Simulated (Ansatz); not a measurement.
# SiI₄: up Jacob's ladder to CCSD(T)

How much do the methods differ for SiI₄? The plan is to run it at one geometry with functionals of several rungs and with coupled cluster. The yardstick is the atomisation energy at the CCSD(T) limit.

Computed with Ansatz 0.2.0, Gaussian basis. Level: functionals in def2-TZVPP, the program's frozen cores in correlated methods.

The runs, in order: LDA (SPW92), PBE-D4, revPBE-D4, BLYP-D4, r2SCAN-D4, B97M-V, PBE0-D4, B3LYP-D4, r2SCANh-D4, r2SCAN0-D4, HSE06-D4, BHLYP-D4, CAM-B3LYP-D4, LC-ωPBE, ωB97X-V, ωB97M-V, B2PLYP, PBE-QIDH; CCSD(T)/def2-SVP; CCSD(T)/def2-TZVPP; MP2/def2-QZVPP; extrapolation to the limit; RPA on PBE.

1 further run of the same task is left out (it didn't finish).

### 1 The geometry

The geometry comes from an earlier relaxation with PBE0-D4 in a triple-zeta def2 set; it is a stationary point. I takes the def2 core potential; no spin-orbit term is included.

SMILES `I[Si](I)(I)I`, 5 atoms, charge 0, spin multiplicity 1.

Atoms are counted from 1 here; the program's logs count them from 0.

Bond lengths: I1–Si2 2.429 Å, Si2–I3 2.429 Å, Si2–I4 2.429 Å, Si2–I5 2.429 Å. Angles: I1–Si2–I3 109.5°, I1–Si2–I4 109.5°, I1–Si2–I5 109.5°, I3–Si2–I4 109.5°, I3–Si2–I5 109.5°, I4–Si2–I5 109.5°.

### 2 LDA

This LDA is Slater exchange with PW92 correlation.

The input, in.yaml:

```yaml
crystal:
  periodic: [false, false, false]
  atoms:
    - {symbol: I, position_ang: [-1.160163, -0.000925, 2.119707]}
    - {symbol: Si, position_ang: [0.009992, -0.014737, -0.008262]}
    - {symbol: I, position_ang: [2.067507, -1.286651, 0.207562]}
    - {symbol: I, position_ang: [-1.399956, -1.037109, -1.700748]}
    - {symbol: I, position_ang: [0.532521, 2.265721, -0.659558]}
basis:
  gaussian: {orbitals: def2-TZVPP}
hamiltonian: {xc: lda}
output: {orbitals: {seedname: orbitals}}
```

The run is started by

```bash
> ansatz run in.yaml --threads 2 --pin off --events-out ev --progress --plain --max-ram 32768MiB --backend cpu
```

Further steps of the session: PBE-D4 (GGA); revPBE-D4 (GGA); BLYP-D4 (GGA); r2SCAN-D4 (meta-GGA); B97M-V (meta-GGA); B3LYP-D4 (hybrid); r2SCANh-D4 (hybrid); r2SCAN0-D4 (hybrid); HSE06-D4 (hybrid); BHLYP-D4 (hybrid); CAM-B3LYP-D4 (range-separated); LC-ωPBE (range-separated); ωB97X-V (range-separated); ωB97M-V (range-separated); B2PLYP (double hybrid); PBE-QIDH (double hybrid); CCSD(T) in def2-SVP; CCSD(T) in def2-TZVPP; MP2 in def2-QZVPP; RPA on PBE orbitals.

Before running them: what should the planned runs give, taken together? Wanted: atomisation energy, CCSD(T)/CBS; farthest beyond LDA; mean size of error, GGA; mean size of error, meta-GGA; mean size of error, hybrid; mean size of error, range-separated; mean size of error, double hybrid; gap, smallest and largest; T1 diagnostic.

**Answer**, as computed:

| quantity | value |
| --- | --- |
| atomisation energy, CCSD(T)/CBS | 11.987 eV |
| functionals within 0.120 eV (1.0 %) | PBE-D4 |
| farthest beyond LDA | LC-ωPBE (-1.119 eV) |
| mean size of error, GGA | 0.426 eV |
| mean size of error, meta-GGA | 0.494 eV |
| mean size of error, hybrid | 0.538 eV |
| mean size of error, range-separated | 0.885 eV |
| mean size of error, double hybrid | 0.632 eV |
| gap, smallest and largest | 3.15 eV (BLYP-D4), 9.70 eV (LC-ωPBE) |
| T1 diagnostic | 0.0084 |
| triples share of the correlation energy | 2.5 % |

The LDA atomisation energy is off by 1.810 eV (15 %): it overbinds. PBE-D4 is off by +0.046 eV. Double hybrids carry the basis error of their MP2 part in triple zeta, and no dispersion term here, so their miss is partly the set-up's. By mean error the best rung here is GGA (0.426 eV) and the worst beyond LDA is range-separated (0.885 eV). The gap between the best rungs is small, so their order is not settled. RPA and LDA stand outside this count. The reference freezes the cores and leaves out spin-orbit coupling and excitations past (T), and its outer-core shells are covered unevenly, so misses under about 0.120 eV can't be ranked. All levels share the lack of spin-orbit coupling, which lowers the free heavy atoms and so the true binding. Hartree-Fock recovers 60 % of the binding; the rest is correlation. CCSD(T) in def2-SVP is off by -2.276 eV, more than most functionals: a good method in a small basis is no reference. Orbital gaps span 3.2 to 9.7 eV; exact exchange widens them. Correlated methods include outer-core shells of I, which these sets cover unevenly.
